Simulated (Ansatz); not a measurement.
# SnH4 (SMILES [H][Sn]([H])([H])[H]): levels of theory compared

Aim: a comparison of 6 runs (HF/STO-3G, UHF/STO-3G, UPBE/STO-3G, revPBE/STO-3G, RPA@PBE/STO-3G, UMP2/STO-3G) of SnH4. 

The results are computed with Ansatz 0.2.0.

34 further runs of the same task are left out: 9 that didn't finish, 25 set aside as unsound or not needed.

**1. The system as given**

SnH4: 5 atoms, total charge 0, spin state singlet. As SMILES, `[H][Sn]([H])([H])[H]`. The H2–Sn1 distance was set to 2.049 Å, away from the relaxed value.

Bond lengths: Sn1–H3 1.638 Å, Sn1–H4 1.639 Å, Sn1–H5 1.638 Å. Angles: H3–Sn1–H4 109.4°, H3–Sn1–H5 109.5°, H4–Sn1–H5 109.5°.

**2. A single-point energy at HF/STO-3G (run 1)**

run.yaml reads:

```yaml
crystal:
  periodic: [false, false, false]
  atoms:
    - {symbol: Sn, position_ang: [-0.004235, 0.004330, -0.410189]}
    - {symbol: H, position_ang: [0.011990, -0.018470, 1.638220]}
    - {symbol: H, position_ang: [1.537445, 0.015320, -0.964579]}
    - {symbol: H, position_ang: [-0.782985, 1.346640, -0.936849]}
    - {symbol: H, position_ang: [-0.775195, -1.329580, -0.965449]}
basis:
  gaussian: {orbitals: STO-3G}
hamiltonian: {xc: hf}
accuracy: high
```

Launch:

```bash
ansatz run run.yaml --threads 1 --pin off --max-ram 2610MiB --events-out events.jsonl --progress --plain --runs-dir runs
```

The program printed:

```text
Warning: RAYON_NUM_THREADS=1 ignored (pool sized by the plan → 1); use --threads N
Functional definition: HF
  name "HF"
  exchange = exact_x
  correlation = 0
549 factors; integrals over basis functions are off by at most 4.9e-9 eV
mean field evaluation 1: about -162331.3924 eV, gradient 5.8e0 eV
mean field evaluation 2: about -162331.3594 eV, gradient 5.8e0 eV
mean field evaluation 4: about -162331.5666 eV, gradient 9.9e-2 eV
mean field evaluation 8: about -162331.5664 eV, gradient 3.5e-5 eV
mean field -162331.56638665 eV, -5965.5750324216 hartree, gradient 1.4e-8 eV, S^2 0.000000; 0 other end points of the search recorded, 0 dependent functions left out
reference -162331.56638665 eV, -5965.5750324216 hartree; 27, 27 occupied and 4, 4 virtual orbitals, 549 factors
Total energy: -162331.56638665 eV, -5965.5750324216 hartree
```

Wall time 0.42 s (1 thread of Arm Neoverse V1, shared host).

**3. The energy at UHF/STO-3G (run 2)**

in.yaml reads:

```yaml
crystal:
  periodic: [false, false, false]
  atoms:
    - symbol: Sn
      position_ang: [-0.004235, 0.004330, -0.410189]
    - symbol: H
      position_ang: [0.011990, -0.018470, 1.638220]
    - symbol: H
      position_ang: [1.537445, 0.015320, -0.964579]
    - symbol: H
      position_ang: [-0.782985, 1.346640, -0.936849]
    - symbol: H
      position_ang: [-0.775195, -1.329580, -0.965449]
basis:
  gaussian:
    orbitals: STO-3G
magnetization:
  spin_polarized: true
hamiltonian:
  xc: hf
accuracy: high
```

Launch:

```bash
ansatz run in.yaml --threads 1 --pin off --max-ram 2610MiB --events-out events.jsonl --progress --plain --runs-dir runs
```

The program printed:

```text
Warning: RAYON_NUM_THREADS=1 ignored (pool sized by the plan → 1); use --threads N
Functional definition: HF
  name "HF"
  exchange = exact_x
  correlation = 0
549 factors; integrals over basis functions are off by at most 4.9e-9 eV
mean field evaluation 1: about -162331.3924 eV, gradient 4.1e0 eV
mean field evaluation 2: about -162331.3594 eV, gradient 4.1e0 eV
mean field evaluation 4: about -162331.5666 eV, gradient 7.0e-2 eV
mean field evaluation 8: about -162331.5664 eV, gradient 2.5e-5 eV
mean field -162331.56638665 eV, -5965.5750324216 hartree, gradient 8.7e-8 eV, S^2 0.000000; 0 other end points of the search recorded, 0 dependent functions left out
reference -162331.56638665 eV, -5965.5750324216 hartree; 27, 27 occupied and 4, 4 virtual orbitals, 549 factors
Total energy: -162331.56638665 eV, -5965.5750324216 hartree
```

It took 0.5 s on 1 thread of Arm Neoverse V1, shared host.

Runs 3 to 4 aren't shown in full; the table further down has their settings and results.

**4. The energy at RPA@PBE/STO-3G (run 5)**

in.yaml reads:

```yaml
crystal:
  periodic: [false, false, false]
  atoms:
    - {symbol: Sn, position_ang: [-0.004235, 0.004330, -0.410189]}
    - {symbol: H, position_ang: [0.011990, -0.018470, 1.638220]}
    - {symbol: H, position_ang: [1.537445, 0.015320, -0.964579]}
    - {symbol: H, position_ang: [-0.782985, 1.346640, -0.936849]}
    - {symbol: H, position_ang: [-0.775195, -1.329580, -0.965449]}
basis:
  gaussian:
    orbitals: STO-3G
hamiltonian:
  xc: {name: PBE}
correlation:
  method: rpa
  frozen_orbitals: {H: 0, Sn: 18}
accuracy: high
```

Launch:

```bash
ansatz run in.yaml --threads 1 --pin off --max-ram 2610MiB --events-out events.jsonl --progress --plain --runs-dir runs
```

The program printed:

```text
Warning: RAYON_NUM_THREADS=1 ignored (pool sized by the plan → 1); use --threads N
Functional definition: PBE
  name "PBE"
  parameter kappa = 0.804
  parameter beta = 0.06672455060314922
  exchange = pbe_x(kappa = kappa, mu = beta*pi^2/3)
  correlation = pbe_c(beta = beta)
549 factors; integrals over basis functions are off by at most 4.9e-9 eV
mean field evaluation 1: about -162371.4358 eV, gradient 1.2e1 eV
mean field evaluation 2: about -162371.3382 eV, gradient 1.2e1 eV
mean field evaluation 4: about -162371.9984 eV, gradient 1.7e0 eV
mean field evaluation 8: about -162372.0175 eV, gradient 6.7e-4 eV
mean field -162372.01745638 eV, -5967.0615818157 hartree, gradient 5.2e-9 eV, S^2 0.000000; 0 other end points of the search recorded, 0 dependent functions left out
18 core orbitals not correlated: weight in the atoms' cores, before any rotation towards them, 1.000 or more for the frozen orbitals, at most 0.000 for the correlated occupied ones
reference -162331.24033228 eV, -5965.5630501447 hartree; 9, 9 occupied and 4, 4 virtual orbitals, 549 factors
Total energy: -162334.38915532 eV, -5965.6787672571 hartree
```

Run time: 2.2 s. Hardware: 1 thread of Arm Neoverse V1, shared host; peak memory 0.1 GiB.

**5. A single-point energy at UMP2/STO-3G (run 6)**

molecule.yaml reads:

```yaml
crystal:
  periodic: [false, false, false]
  atoms:
    - symbol: Sn
      position_ang: [-0.004235, 0.004330, -0.410189]
    - symbol: H
      position_ang: [0.011990, -0.018470, 1.638220]
    - symbol: H
      position_ang: [1.537445, 0.015320, -0.964579]
    - symbol: H
      position_ang: [-0.782985, 1.346640, -0.936849]
    - symbol: H
      position_ang: [-0.775195, -1.329580, -0.965449]
basis:
  gaussian:
    orbitals: STO-3G
magnetization:
  spin_polarized: true
  initial_magnetization: 0
correlation:
  method: mp2
  frozen_orbitals: {H: 0, Sn: 18}
accuracy: high
```

Launch:

```bash
ansatz run molecule.yaml --threads 1 --pin off --max-ram 2610MiB --events-out events.jsonl --progress --plain --runs-dir runs
```

The program printed:

```text
Warning: RAYON_NUM_THREADS=1 ignored (pool sized by the plan → 1); use --threads N
Functional definition: HF
  name "HF"
  exchange = exact_x
  correlation = 0
549 factors; integrals over basis functions are off by at most 4.9e-9 eV
mean field evaluation 1: about -162331.3924 eV, gradient 4.1e0 eV
mean field evaluation 2: about -162331.3594 eV, gradient 4.1e0 eV
mean field evaluation 4: about -162331.5666 eV, gradient 7.0e-2 eV
mean field evaluation 8: about -162331.5664 eV, gradient 2.5e-5 eV
mean field -162331.56638665 eV, -5965.5750324216 hartree, gradient 8.7e-8 eV, S^2 0.000000; 0 other end points of the search recorded, 0 dependent functions left out
18 core orbitals not correlated: weight in the atoms' cores, before any rotation towards them, 1.000 or more for the frozen orbitals, at most 0.000 for the correlated occupied ones
reference -162331.56638665 eV, -5965.5750324216 hartree; 9, 9 occupied and 4, 4 virtual orbitals, 549 factors
second order -1.25641378 eV of doubles, -0.00000000 eV of singles
Total energy: -162332.82280043 eV, -5965.6212047766 hartree
```

Wall time 0.5 s (1 thread of Arm Neoverse V1, shared host); peak memory 0.091 GiB.

**6. Overview of the runs**

| run | level | frozen core orbitals | energy (Eh) | wall time |
| --- | --- | --- | --- | --- |
| 1 | HF/STO-3G | – | -5965.575032 | 0.42 s |
| 2 | UHF/STO-3G | – | -5965.575032 | 0.5 s |
| 3 | UPBE/STO-3G | – | -5967.061582 | 2.4 s |
| 4 | revPBE/STO-3G | – | -5967.341518 | 1.6 s |
| 5 | RPA@PBE/STO-3G | 18 | -5965.678767 | 2.2 s |
| 6 | UMP2/STO-3G | 18 | -5965.621205 | 0.5 s |

**7. Outcome**

```
                                           quantity           value
                                run 6: total energy  -5965.62120 Eh
run 6: correlation energy (18 core orbitals frozen)       -46.2 mEh
```

What this shows: Totals of different functionals can't be ranked against each other. In runs 1, 2, 3, 4, 5, 6 the basis is minimal, so the values are rough. In runs 1, 2, 3, 4, 5, 6 relativity is left out where basis or elements ask for it. All runs together took 7.6 s, the longest 2.4 s.
